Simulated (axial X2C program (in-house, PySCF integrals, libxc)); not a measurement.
**CaO: bond curves with and without spin–orbit coupling**

Aim: find the lowest determinant of CaO, scan the bond at several levels and fit the constants, once spin-free and once with spin–orbit coupling.

Program: an in-house X2C program for linear molecules on PySCF integrals. Level of theory: all-electron X2C, Ca dyall-v4z, O dyall-v4z. These are calculated values, not measurements.

### Step 1. Set-up

Contents of task.json:

```json
{
 "zs": [
  20,
  8
 ],
 "q": 0,
 "bas": [
  "dyall-v4z",
  "dyall-v4z"
 ],
 "levels": [
  "PBE0",
  "HF",
  "B3LYP",
  "B97-3"
 ],
 "cc": false,
 "r0": 2.04,
 "npts": 10,
 "nst": 2,
 "ntry": 6
}
```

Keys: zs atomic numbers; q charge; bas basis sets; levels methods (HF also brings MP2); cc coupled cluster on or off; r0 starting distance in Å; npts points asked for on the curve; nst determinants followed; ntry starts of the search.

Run with:

```bash
$ python so2c.py task.json out
```

Spin-free means the one-electron spin-free X2C Hamiltonian; two-component (2c) means X2C with spin–orbit coupling and atomic mean-field two-electron Coulomb and Gaunt terms. Basis: Ca dyall-v4z contracted to [12s12p6d5f3g], O dyall-v4z contracted to [7s6p3d2f1g]; Gaussian nuclei, density fitting. Masses: Ca 39.963 u, O 15.995 u.

Notation: σ, π±, δ± give the projection m of an orbital's angular momentum (0, ±1, ±2), α and β its spin, Λ and M_S the sums; ω is the projection of a spinor's total angular momentum and Ω the sum. Logs are in hartree.

The results follow Hamiltonian by Hamiltonian and level by level.

### Step 2. Search for the lowest determinant

PBE0 moves the distance from 2.040 Å to 1.796 Å and compares determinants there.

Spin-free determinants:

```json
{"ΔE (eV)": "0.00", "state": "M_S = 0, Λ = 0", "open shells": "closed shell"}
{"ΔE (eV)": "1.24", "state": "M_S = 1, Λ = 0", "open shells": "beyond closed shells: 2 × σα"}
{"ΔE (eV)": "1.69", "state": "M_S = 1, Λ = 1", "open shells": "beyond closed shells: σα, π+α, π+β, π-α"}
{"ΔE (eV)": "1.70", "state": "M_S = 0, Λ = 1", "open shells": "beyond closed shells: σβ, π+α, π+β, π-α"}
{"ΔE (eV)": "3.09", "state": "M_S = 1, Λ = 1", "open shells": "beyond closed shells: σα, π+α"}
{"ΔE (eV)": "3.10", "state": "M_S = 0, Λ = 1", "open shells": "beyond closed shells: σα, π+β"}
{"ΔE (eV)": "3.52", "state": "M_S = 0, Λ = 2", "open shells": "beyond closed shells: π+α, 2 × π+β, π-α"}
```

Two-component determinants:

```csv
ΔE (eV),state,open shells
0.00,Ω = 0,closed shell
1.25,Ω = 1,excess of +ω over −ω: 2 × ω = 1/2
1.68,Ω = 2,"excess of +ω over −ω: ω = 1/2, ω = 3/2"
1.69,Ω = 1,"excess of +ω over −ω: ω = -1/2, ω = 3/2"
3.09,Ω = 2,"excess of +ω over −ω: ω = 1/2, ω = 3/2"
3.11,Ω = 1,"excess of +ω over −ω: ω = -1/2, ω = 3/2"
3.52,Ω = 3,excess of +ω over −ω: 2 × ω = 3/2
```

### Step 3. PBE0, spin-free

State followed: M_S = 0, Λ = 0 (closed shell). The scan is laid around 1.796 Å, a first estimate of the minimum, and this SCF restarts from the orbitals of the search.

Output at 1.796 Å:

```text
spin-free X2C-1e  PBE0
basis functions 203  fitting functions 786  grid points 5077
iter        total energy     max residual
   1       -755.518607626     7.53e-06
   2       -755.518607615     2.44e-05
   3       -755.518607628     1.01e-06
   4       -755.518607628     4.32e-07
converged
one-electron -1132.75793510  Coulomb 374.94598544  exact exchange -10.95704862  xc functional -33.89234529  nuclear repulsion 47.14273594
```

Along the bond, energies from the lowest point:

| R (Å) | E (eV) | μ (D) | HOMO (eV) | LUMO (eV) | iterations |
| --- | --- | --- | --- | --- | --- |
| 1.562 | 1.0089 | -6.93 | -4.75 | -1.33 | 13 |
| 1.634 | 0.4329 | -7.63 | -4.77 | -1.51 | 13 |
| 1.688 | 0.1764 | -8.09 | -4.78 | -1.64 | 14 |
| 1.742 | 0.0396 | -8.49 | -4.79 | -1.76 | 14 |
| 1.796 | 0.0000 | -8.85 | -4.80 | -1.88 | 4 |
| 1.859 | 0.0507 | -9.20 | -4.82 | -2.02 | 14 |
| 1.922 | 0.1808 | -9.49 | -4.80 | -2.14 | 14 |
| 2.002 | 0.4316 | -9.79 | -4.70 | -2.29 | 14 |
| 2.101 | 0.8198 | -10.06 | -4.62 | -2.46 | 14 |
| 2.245 | 1.4587 | -10.28 | -4.59 | -2.68 | 14 |

Dipoles are positive if O is the positive end.

Outer orbitals at the reference distance:

```tsv
symmetry	occupied	ε (eV)	atomic character
σα	yes	-27.78	86% Ca p, 8% O s, 3% O p
π+α	yes	-27.20	99% Ca p
π-α	yes	-27.20	99% Ca p
σα	yes	-19.66	63% O s, 14% Ca p, 10% Ca d
π-α	yes	-5.08	73% O p, 17% Ca d, 4% Ca f
π+α	yes	-5.08	73% O p, 17% Ca d, 4% Ca f
σα	yes	-4.80	72% O p, 15% Ca d, 6% Ca p
σα	no	-1.88	73% Ca s, 20% Ca p, 3% O p
π+α	no	-0.21	88% Ca p, 12% Ca d
π-α	no	-0.21	88% Ca p, 12% Ca d
σα	no	0.22	59% Ca p, 20% Ca s, 17% Ca d
```

PBE0 fields in the half plane through the axis: z from -2.4 to 3.9 Å across, distance from the axis 0.15 to 2.25 Å upwards; Ca lies at z = 0 and O at z = 1.796 Å; the ELF is damped to zero where the density is low.

log10 density (e/bohr³). Ten even steps from '0' (-4.69 ) to '9' (1.38 ):
```
0001100011222222211000
1111111112223332221110
1112222222333333322210
1222333343344444433211
2223344555445555443321
2233455666555666544322
2334456777666776654322
2334567797766787654332
```

ELF. Ten even steps from '0' (0.00 ) to '9' (0.87 ):
```
0000000000001110000000
0000000000013321100000
0000000000024443210000
0110000000015655321000
1221113563016777642100
2332247999327999864210
3433479979728999985310
4543589191838647986310
```

Re = 1.794 Å, ωe = 799 cm⁻¹, ωexe = 3.26 cm⁻¹, Be = 0.4583 cm⁻¹, De = 4.27 eV, μ = -8.84 D.

### Step 4. HF, spin-free

The SCF at the reference distance of 1.796 Å:

```text
spin-free X2C-1e  HF
basis functions 203  fitting functions 786  grid points 5077
iter        total energy     max residual
   1       -754.497408195     1.50e-01
   2       -754.518465061     1.24e-02
   3       -754.518529082     1.19e-02
   4       -754.521547622     1.52e-03
   5       -754.521677776     6.50e-04
   6       -754.521718359     3.40e-04
   7       -754.521735312     1.79e-04
   8       -754.521737662     4.30e-05
   9       -754.521737783     1.32e-05
  10       -754.521737793     5.57e-06
  11       -754.521737795     2.25e-06
converged
one-electron -1132.38230089  Coulomb 374.62521199  exact exchange -43.90738483  xc functional 0.00000000  nuclear repulsion 47.14273594
```

No constants are quoted: the solution changes its character somewhere along the scan, so the fit is set aside.

### Step 5. B3LYP, spin-free

The SCF at the reference distance of 1.796 Å:

```text
spin-free X2C-1e  B3LYP
basis functions 203  fitting functions 786  grid points 5077
iter        total energy     max residual
   1       -755.801510367     1.48e-02
   2       -755.802861531     1.84e-03
   3       -755.802420287     4.97e-03
   4       -755.802936992     1.27e-03
   5       -755.802949579     3.59e-04
   6       -755.802950980     1.41e-05
   7       -755.802950987     1.02e-05
   8       -755.802950989     2.70e-06
   9       -755.802950989     1.23e-06
converged
one-electron -1132.72618882  Coulomb 374.90820009  exact exchange -8.76256773  xc functional -36.36513047  nuclear repulsion 47.14273594
```

Re = 1.814 Å, ωe = 773 cm⁻¹, ωexe = 3.27 cm⁻¹, Be = 0.4486 cm⁻¹, De = 4.32 eV, μ = -8.66 D.

### Step 6. B97-3, spin-free

The SCF at the reference distance of 1.796 Å:

```text
spin-free X2C-1e  B97-3
basis functions 203  fitting functions 786  grid points 5077
iter        total energy     max residual
   1       -755.670459070     6.76e-03
   2       -755.670590434     3.48e-03
   3       -755.669116164     8.96e-03
   4       -755.670815877     2.29e-04
   5       -755.670816842     5.08e-05
   6       -755.670816963     1.68e-05
   7       -755.670816984     4.99e-06
   8       -755.670816987     2.70e-06
   9       -755.670816987     5.58e-07
converged
one-electron -1132.77569147  Coulomb 374.97159313  exact exchange -11.80480014  xc functional -33.20465444  nuclear repulsion 47.14273594
```

Re = 1.799 Å, ωe = 795 cm⁻¹, ωexe = 3.22 cm⁻¹, Be = 0.456 cm⁻¹, De = 4.17 eV, μ = -8.95 D.

### Step 7. MP2, spin-free

Correlated methods: 16 electrons correlated (frozen shells, counted by type: Ca 2 s, 1 p; O 1 s), 360 virtual spinors in MP2.

MP2: No constants are quoted: the reference changes its character somewhere along the scan, so the fit is set aside.

### Step 8. A higher determinant, spin-free

State: M_S = 1, Λ = 0 (beyond closed shells: 2 × σα).

Output at the reference distance:

```text
spin-free X2C-1e  PBE0
basis functions 203  fitting functions 786  grid points 5077
iter        total energy     max residual
   1       -755.472864211     8.99e-06
   2       -755.472864212     9.88e-06
converged
one-electron -1129.94581064  Coulomb 372.07634454  exact exchange -10.95272428  xc functional -33.79340978  nuclear repulsion 47.14273594
```

| R (Å) | E above the lowest PBE0 point (eV) |
| --- | --- |
| 1.562 | 2.925 |
| 1.634 | 2.158 |
| 1.688 | 1.745 |
| 1.742 | 1.447 |
| 1.796 | 1.245 |
| 1.859 | 1.107 |
| 1.922 | 1.052 |
| 2.002 | 1.075 |
| 2.101 | 1.200 |

Re = 1.942 Å, ωe = 595 cm⁻¹, ωexe = 3.19 cm⁻¹, Be = 0.3915 cm⁻¹, μ = -2.35 D. Te = 1.05 eV.

### Step 9. The spin-free curves together

Energy (eV) of the followed determinant, spin-free, from each level's lowest point:

| R (Å) | PBE0 | HF (jumps) | MP2 (its reference jumps) | B3LYP | B97-3 |
| --- | --- | --- | --- | --- | --- |
| 1.562 | 1.009 | 1.233 | 1.184 | 1.142 | 1.048 |
| 1.634 | 0.433 | 0.572 | 0.553 | 0.522 | 0.457 |
| 1.688 | 0.176 | 0.259 | 0.258 | 0.234 | 0.191 |
| 1.742 | 0.040 | 0.075 | 0.082 | 0.068 | 0.047 |
| 1.796 | 0.000 | 0.000 | 0.001 | 0.000 | 0.000 |
| 1.859 | 0.051 | 0.023 | 0.000 | 0.020 | 0.044 |
| 1.922 | 0.181 | 0.140 | 0.071 | 0.121 | 0.168 |
| 2.002 | 0.432 | 0.393 | 0.230 | 0.338 | 0.411 |
| 2.101 | 0.820 | 0.805 | 0.465 | 0.687 | 0.790 |
| 2.245 | 1.459 | 1.474 | 0.766 | 1.278 | 1.403 |

### Step 10. PBE0, 2c

State followed: Ω = 0 (closed shell). The scan is laid around 1.796 Å, a first estimate of the minimum, and this SCF restarts from the orbitals of the search.

Output at 1.796 Å:

```text
two-component X2C + atomic mean field  PBE0
basis functions 203  fitting functions 786  grid points 5077
iter        total energy     max residual
   1       -755.379708625     4.57e-06
   2       -755.379708625     6.08e-06
converged
one-electron -1132.39768043  Coulomb 374.85455978  exact exchange -10.95430492  xc functional -33.88387161  nuclear repulsion 47.14273594  atomic mean-field constant -0.14114739
```

Along the bond, energies from the lowest point:

| R (Å) | E (eV) | μ (D) | HOMO (eV) | LUMO (eV) | iterations |
| --- | --- | --- | --- | --- | --- |
| 1.562 | 1.0075 | -6.91 | -4.75 | -1.33 | 13 |
| 1.634 | 0.4322 | -7.62 | -4.77 | -1.51 | 13 |
| 1.688 | 0.1760 | -8.08 | -4.78 | -1.64 | 14 |
| 1.742 | 0.0394 | -8.48 | -4.79 | -1.76 | 14 |
| 1.796 | 0.0000 | -8.84 | -4.80 | -1.88 | 2 |
| 1.859 | 0.0509 | -9.19 | -4.82 | -2.01 | 14 |
| 1.922 | 0.1812 | -9.49 | -4.80 | -2.14 | 14 |
| 2.002 | 0.4323 | -9.79 | -4.69 | -2.29 | 14 |
| 2.101 | 0.8207 | -10.06 | -4.61 | -2.45 | 14 |
| 2.245 | 1.4600 | -10.28 | -4.58 | -2.67 | 17 |

Dipoles are positive if O is the positive end.

Outer spinors at the reference distance:

```tsv
ω	occupied	ε (eV)	atomic character	λ mixture
1/2	yes	-27.82	88% Ca p, 7% O s, 3% O p	92% σ, 8% π
1/2	yes	-27.26	98% Ca p	92% π, 8% σ
3/2	yes	-27.06	99% Ca p	100% π
1/2	yes	-19.66	63% O s, 15% Ca p, 10% Ca d	100% σ
1/2	yes	-5.09	73% O p, 17% Ca d, 4% Ca f	100% π
3/2	yes	-5.07	73% O p, 17% Ca d, 4% Ca f	100% π
1/2	yes	-4.80	72% O p, 15% Ca d, 6% Ca p	100% σ
1/2	no	-1.88	73% Ca s, 20% Ca p, 3% O p	100% σ
1/2	no	-0.21	88% Ca p, 12% Ca d	100% π
3/2	no	-0.21	88% Ca p, 12% Ca d	100% π
1/2	no	0.23	59% Ca p, 21% Ca s, 16% Ca d	100% σ
```

PBE0 fields in the half plane through the axis: z from -2.4 to 3.9 Å across, distance from the axis 0.15 to 2.25 Å upwards; Ca lies at z = 0 and O at z = 1.796 Å; the ELF is damped to zero where the density is low.

log10 density (e/bohr³). Ten even steps from '0' (-4.69 ) to '9' (1.38 ):
```
0001100011222222211000
1111111112223332221110
1112222222333333322210
1222333343444444433211
2223344555445555443321
2233455666555666544322
2334456777666776654322
2334567797766787654332
```

ELF. Ten even steps from '0' (0.00 ) to '9' (0.87 ):
```
0000000000001110000000
0000000000013321100000
0000000000024443210000
0110000000015655321000
1221113563016777642100
2332247999327999864210
3433479979728999985310
4543589191838647986310
```

Re = 1.794 Å, ωe = 799 cm⁻¹, ωexe = 3.26 cm⁻¹, Be = 0.4584 cm⁻¹, De = 4.27 eV, μ = -8.83 D.

### Step 11. HF, 2c

Output at 1.796 Å:

```text
two-component X2C + atomic mean field  HF
basis functions 203  fitting functions 786  grid points 5077
iter        total energy     max residual
   1       -754.358751787     1.50e-01
   2       -754.379805022     1.24e-02
   3       -754.379867955     1.19e-02
   4       -754.382889515     1.53e-03
   5       -754.383019256     6.48e-04
   6       -754.383059602     3.39e-04
   7       -754.383076435     1.79e-04
   8       -754.383078778     4.28e-05
   9       -754.383078899     1.32e-05
  10       -754.383078909     5.52e-06
  11       -754.383078910     2.24e-06
converged
one-electron -1132.02124061  Coulomb 374.53293931  exact exchange -43.89636616  xc functional 0.00000000  nuclear repulsion 47.14273594  atomic mean-field constant -0.14114739
```

No constants are quoted: the solution changes its character somewhere along the scan, so the fit is set aside.

### Step 12. B3LYP, 2c

Output at 1.796 Å:

```text
two-component X2C + atomic mean field  B3LYP
basis functions 203  fitting functions 786  grid points 5077
iter        total energy     max residual
   1       -755.662475727     1.49e-02
   2       -755.663828012     1.83e-03
   3       -755.663403036     4.90e-03
   4       -755.663901089     1.31e-03
   5       -755.663914741     3.60e-04
   6       -755.663916154     1.40e-05
   7       -755.663916160     1.02e-05
   8       -755.663916162     2.68e-06
   9       -755.663916163     1.22e-06
converged
one-electron -1132.36610703  Coulomb 374.81696933  exact exchange -8.76037839  xc functional -36.35598863  nuclear repulsion 47.14273594  atomic mean-field constant -0.14114739
```

Re = 1.814 Å, ωe = 773 cm⁻¹, ωexe = 3.27 cm⁻¹, Be = 0.4487 cm⁻¹, De = 4.33 eV, μ = -8.65 D.

### Step 13. B97-3, 2c

The SCF at the reference distance of 1.796 Å:

```text
two-component X2C + atomic mean field  B97-3
basis functions 203  fitting functions 786  grid points 5077
iter        total energy     max residual
   1       -755.531580629     6.75e-03
   2       -755.531709151     3.50e-03
   3       -755.530229126     8.99e-03
   4       -755.531937044     2.29e-04
   5       -755.531938014     5.11e-05
   6       -755.531938138     1.68e-05
   7       -755.531938160     5.09e-06
   8       -755.531938163     2.75e-06
   9       -755.531938163     5.57e-07
converged
one-electron -1132.41594530  Coulomb 374.88071964  exact exchange -11.80185894  xc functional -33.19644211  nuclear repulsion 47.14273594  atomic mean-field constant -0.14114739
```

Re = 1.799 Å, ωe = 795 cm⁻¹, ωexe = 3.22 cm⁻¹, Be = 0.4561 cm⁻¹, De = 4.17 eV, μ = -8.94 D.

### Step 14. Correlated methods, 2c

Correlated methods: 16 electrons correlated (frozen shells, counted by type: Ca 2 s, 1 p; O 1 s), 360 virtual spinors in MP2.

MP2: No constants are quoted: the reference changes its character somewhere along the scan, so the fit is set aside.

### Step 15. A higher determinant, 2c

State: Ω = 1 (excess of +ω over −ω: 2 × ω = 1/2).

Output at the reference distance:

```text
two-component X2C + atomic mean field  PBE0
basis functions 203  fitting functions 786  grid points 5077
iter        total energy     max residual
   1       -755.333850252     3.89e-05
   2       -755.333850324     2.97e-05
   3       -755.333850355     2.68e-05
   4       -755.333850402     1.83e-05
   5       -755.333850444     1.03e-06
   6       -755.333850444     3.64e-07
converged
one-electron -1129.58437956  Coulomb 371.98375327  exact exchange -10.94994909  xc functional -33.78486361  nuclear repulsion 47.14273594  atomic mean-field constant -0.14114739
```

| R (Å) | E above the lowest PBE0 point (eV) |
| --- | --- |
| 1.562 | 2.927 |
| 1.634 | 2.160 |
| 1.688 | 1.748 |
| 1.742 | 1.450 |
| 1.796 | 1.248 |
| 1.859 | 1.110 |
| 1.922 | 1.056 |
| 2.002 | 1.078 |
| 2.101 | 1.204 |

Re = 1.941 Å, ωe = 595 cm⁻¹, ωexe = 3.19 cm⁻¹, Be = 0.3915 cm⁻¹, μ = -2.35 D. Te = 1.05 eV.

### Step 16. The 2c curves together

Energy (eV) of the followed determinant, 2c, from each level's lowest point:

| R (Å) | PBE0 | HF (jumps) | MP2 (its reference jumps) | B3LYP | B97-3 |
| --- | --- | --- | --- | --- | --- |
| 1.562 | 1.008 | 1.232 | 1.183 | 1.141 | 1.046 |
| 1.634 | 0.432 | 0.571 | 0.552 | 0.521 | 0.456 |
| 1.688 | 0.176 | 0.259 | 0.257 | 0.233 | 0.191 |
| 1.742 | 0.039 | 0.075 | 0.082 | 0.067 | 0.046 |
| 1.796 | 0.000 | 0.000 | 0.001 | 0.000 | 0.000 |
| 1.859 | 0.051 | 0.023 | 0.000 | 0.020 | 0.044 |
| 1.922 | 0.181 | 0.140 | 0.071 | 0.122 | 0.168 |
| 2.002 | 0.432 | 0.394 | 0.231 | 0.338 | 0.412 |
| 2.101 | 0.821 | 0.805 | 0.466 | 0.688 | 0.791 |
| 2.245 | 1.460 | 1.476 | 0.772 | 1.279 | 1.405 |

The whole job took 1.7 min on 1 thread, shared host.

### Step 17. Results

Lowest determinant that the search found at its distance, spin-free: M_S = 0, Λ = 0 (closed shell).

Lowest determinant that the search found at its distance, 2c: Ω = 0 (closed shell).

```csv
Hamiltonian,level,Re (Å),ωe (cm⁻¹),De (eV),μ (D)
spin-free,PBE0,1.794,799,4.27,-8.84
spin-free,B3LYP,1.814,773,4.32,-8.66
spin-free,B97-3,1.799,795,4.17,-8.95
2c,PBE0,1.794,799,4.27,-8.83
2c,B3LYP,1.814,773,4.33,-8.65
2c,B97-3,1.799,795,4.17,-8.94
```

Dipoles are positive if O is the positive end. No constants: spin-free HF (the solution changes its character somewhere along the scan, so the fit is set aside); spin-free MP2 (the reference changes its character somewhere along the scan, so the fit is set aside); 2c HF (the solution changes its character somewhere along the scan, so the fit is set aside); 2c MP2 (the reference changes its character somewhere along the scan, so the fit is set aside).

Time per point (s) on 1 thread, shared host (2c runs); the times are rough: PBE0 0.58, B3LYP 0.61, B97-3 0.64.

What this shows: At PBE0, going from spin-free to two-component changes Re by 0 mÅ, ωe by 0.0 %; the spin-free picture holds up (part of it comes from the scalar share of the two-electron terms). De moves by 0.00 eV; both De rest on single-determinant atoms, which can miss part of an open shell's spin–orbit lowering.

De refers to Ca + O, each in the lowest determinant found, which need not be this curve's own limit. Each curve is one determinant whose occupation by symmetry is held fixed; it was picked as the lowest of a PBE0 search that is not exhaustive. The closed shell is kept restricted; where the fragments are open shells, the energy then runs too high at long range. Dissociation energies refer to the lowest single-determinant-based atoms at the same level and basis.
